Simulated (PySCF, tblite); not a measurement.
# C₇H₁₀O− (doublet): geometry, infrared bands and EPR parameters

Aim: predict the infrared bands and EPR parameters of C₇H₁₀O− (doublet) (`[O-][CH]C1=CCCCC1`).

The runs use tblite 0.8.0 and PySCF 2.14.0, with density-fitted response routines of our own; the level of theory stands in each step. All values are computed, except where a source is named. Atoms count from 0, in the outputs and in this text.

## (1) The starting structure

18 atoms, charge -1, multiplicity 2; geometry from: force field or distance geometry start.

Bonds of the start (Å): O0–C1 1.26, C1–C2 1.45, C2–C3 1.36, C3–C4 1.50, C4–C5 1.53, C5–C6 1.52, C6–C7 1.54, C7–C2 1.51, C1–H8 1.08, C3–H9 1.08, C4–H10 1.09, C4–H11 1.10, C5–H12 1.10, C5–H13 1.10, C6–H14 1.09, C6–H15 1.11, C7–H16 1.10, C7–H17 1.10.

## (2) Relaxing the molecule with GFN2-xTB

What the job is given:

```
{"job": {"kind": "relax", "xc": "GFN2-xTB", "basis": "xTB"}, "charge": -1, "multiplicity": 2}
O      3.293100     0.007900    -0.826000
C      2.448900     0.848400    -0.404700
C      1.094800     0.401900    -0.159400
C      0.158100     1.332300     0.166400
C     -1.289200     1.016200     0.414800
C     -1.702200    -0.372200    -0.079200
C     -0.649800    -1.405300     0.303700
C      0.724400    -1.057600    -0.285700
H      2.714500     1.883300    -0.235800
H      0.451400     2.363300     0.285100
H     -1.495200     1.109200     1.479100
H     -1.908700     1.764400    -0.099500
H     -2.675500    -0.638700     0.359400
H     -1.814000    -0.362700    -1.170000
H     -0.964000    -2.393100    -0.033900
H     -0.574400    -1.458700     1.413200
H      0.719600    -1.331000    -1.350500
H      1.459400    -1.701200     0.211200
```

Command:

```sh
> OMP_NUM_THREADS=1 python probes_run.py task.json out
```

One launch serves the whole session: the jobs run in the order shown.

**Question.** This job is followed by: GFN2-xTB harmonic vibrations, gas phase; UKS B3LYP, pcH-1 on C H O, non-relativistic, mean-field spin-orbit, GIAO. Predict these results of the whole session: strongest single infrared mode (GFN2-xTB); zero-point energy (GFN2-xTB); g(iso) (B3LYP); ⟨S²⟩; largest a(iso) (averaged by class).

The runs gave:

| quantity | value |
| --- | --- |
| strongest single infrared mode (GFN2-xTB) | 2584 cm⁻¹, 432 km/mol |
| zero-point energy (GFN2-xTB) | 93.3 kcal/mol |
| g(iso) (B3LYP) | 2.00372 |
| ⟨S²⟩ | 0.760 (exact 0.75) |
| largest a(iso) (averaged by class) | 1H on H10, H11, 50.7 MHz |

**Reading.** The optimisation took 59 steps and gained 0.257 eV; among the close pairs (by a distance rule), C1–C2 changed most, from 1.447 to 1.401 Å. All 48 modes are real, so the xTB geometry is a minimum. The strongest single mode, at 2584 cm⁻¹, moves mainly H8. GFN2-xTB is a fitted tight-binding method: band positions and strengths are rough. Its intensities can rank the bands wrongly. C3 carries the largest spin population, 0.53 e. The isotropic g lies 1.4 ppt above the free-electron value.
